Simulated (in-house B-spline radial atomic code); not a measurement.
# Ir²⁺: ionisation energy by several methods

Wanted: one ionisation energy, Ir²⁺ to configuration [Xe] 4f14 5d6, up the ladder of functionals.

The numbers are computed with in-house B-spline radial atomic code version 1 (non-relativistic, several functionals, spin-polarised, exact exchange averaged over the configuration; spherical all-electron atom at the radial basis limit), except any that are marked as measured or tabulated.

## Step 1: The system

- element: iridium (Z = 77)
- charge: +2
- electrons: 75
- configuration: [Xe] 4f14 5d7
- nucleus: point

Outer shells as boxes (Hund's rule):

[Xe] 4f14 5d7
```
[Xe] core
4f [↑↓][↑↓][↑↓][↑↓][↑↓][↑↓][↑↓]
5d [↑↓][↑↓][↑ ][↑ ][↑ ]
```

Where spins are not typed, each open shell is filled with up spins first.

## Step 2: CAM-B3LYP

Input settings:

```ini
Z = 77
electrons = 75.0
configuration = [Xe] 4f14 5d7
hamiltonian = nr
method = camb3lyp
spin_polarised = True
exact_exchange = averaged over the configuration
```

Run with:

```bash
$ python run_scf.py task.json out
```

task.json lists these runs, among others, and the program works through them in turn.

## Step 3: B3LYP

Changes to the settings of step 2:

```diff
@@ -4,3 +4,3 @@
 hamiltonian = nr
-method = camb3lyp
+method = b3lyp
 spin_polarised = True
```

## Step 4: ωB97X

Changes to the settings of step 3:

```diff
@@ -4,3 +4,3 @@
 hamiltonian = nr
-method = b3lyp
+method = wb97x
 spin_polarised = True
```

## Step 5: TPSSh

Changes to the settings of step 4:

```diff
@@ -4,3 +4,3 @@
 hamiltonian = nr
-method = wb97x
+method = tpssh
 spin_polarised = True
```

## Step 6: PBE0

Changes to the settings of step 5:

```diff
@@ -4,3 +4,3 @@
 hamiltonian = nr
-method = tpssh
+method = pbe0
 spin_polarised = True
```

## Step 7: M06-2X

Changes to the settings of step 6:

```diff
@@ -4,3 +4,3 @@
 hamiltonian = nr
-method = pbe0
+method = m062x
 spin_polarised = True
```

Q: The tabulated ionisation energy is 28 ± 1.6 eV (tabulated theoretical; NIST Atomic Spectra Database). What does each method give, and which comes nearest?

The runs gave:

| method | rung | total energy (hartree) | ΔSCF (eV) | −ε highest (eV) | ΔSCF less tabulated (eV) |
| --- | --- | --- | --- | --- | --- |
| B3LYP | global hybrid | -16809.7225 | 30.045 | 25.455 (5d down) | +2.045 |
| TPSSh | global hybrid | -16808.8470 | 29.767 | 24.503 (5d down) | +1.767 |
| PBE0 | global hybrid | -16809.2062 | 29.810 | 25.612 (5d down) | +1.810 |
| M06-2X | global hybrid | -16810.9902 | 30.401 | 28.105 (5d down) | +2.401 |
| CAM-B3LYP | range-separated hybrid | -16810.1641 | 29.996 | 27.255 (5d down) | +1.996 |
| ωB97X | range-separated hybrid | -16809.9473 | 29.740 | 28.159 (5d down) | +1.740 |

**Reading.** Tables give 28 ± 1.6 eV (tabulated theoretical; NIST Atomic Spectra Database) for the ionisation energy. ωB97X misses by +1.740 eV, the least, and M06-2X by +2.401 eV (8.6 %), the most. All methods miss on the same side by much the same amount, which points to something that they share. These runs lack relativity altogether, which can outweigh the gaps between the methods, so the nearest may be so by luck. These runs leave out relativity, which matters at this nuclear charge. Open shells are averaged (over orientations, and over spins where the run is restricted), while tables refer to the lowest levels.
